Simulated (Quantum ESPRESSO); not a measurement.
**SiO: zone-centre phonons under several settings**

```
Si O
1.0
     0.00000    2.43364    2.43364
     2.43364    0.00000    2.43364
     2.43364    2.43364    0.00000
Si O
1 1
Direct
  0.75000 0.75000 0.75000
  0.00000 0.00000 0.00000
```

The cell was built by a generator and needn't be a form met in nature.

All runs used Quantum ESPRESSO 7.5; potentials GBRV 1.5 PBE; k mesh 6 × 6 × 6, shifted; no spin polarisation; cutoff 612 eV.

```tsv
level	geometry	occupations	volume (Å³/atom)	pressure (GPa)	lowest optical mode without the field (cm⁻¹)
PBE	relaxed at -3 GPa	fermi-dirac, width 0.05 eV	15.24	-3.0	256i
PBE	relaxed at 0 GPa	fermi-dirac, width 0.05 eV	14.49	0.0	257i
PBE	relaxed at 3 GPa	fermi-dirac, width 0.05 eV	?	3.0	?
PBE	relaxed at 8 GPa	smeared at first, fixed for the response	12.64	7.8	217i
PBE	relaxed at 15 GPa	smeared at first, fixed for the response	11.57	15.1	114i
```

Q: What stands in the row left open?

A: Volume 13.84 Å³/atom; lowest optical mode without the field 259i cm⁻¹.

Values marked i are imaginary: the cell is unstable against those modes at that level, or the meshes are too thin.

Caveats: some runs use coarse meshes; some modes are imaginary; the cell is more than 3 GPa from zero pressure, which shifts response properties (some runs); the mesh is thin for the phonons of a metal (some runs); the volume moved by over 15 % at a fixed basis, so the end points are rough (some runs).

For the row left open. Caveat: the k mesh is coarse (spacing up to 0.37 Å⁻¹), so the values aren't converged; the mesh is thin for the phonons of a metal; some modes are imaginary; the cell is more than 3 GPa from zero pressure, which shifts response properties.
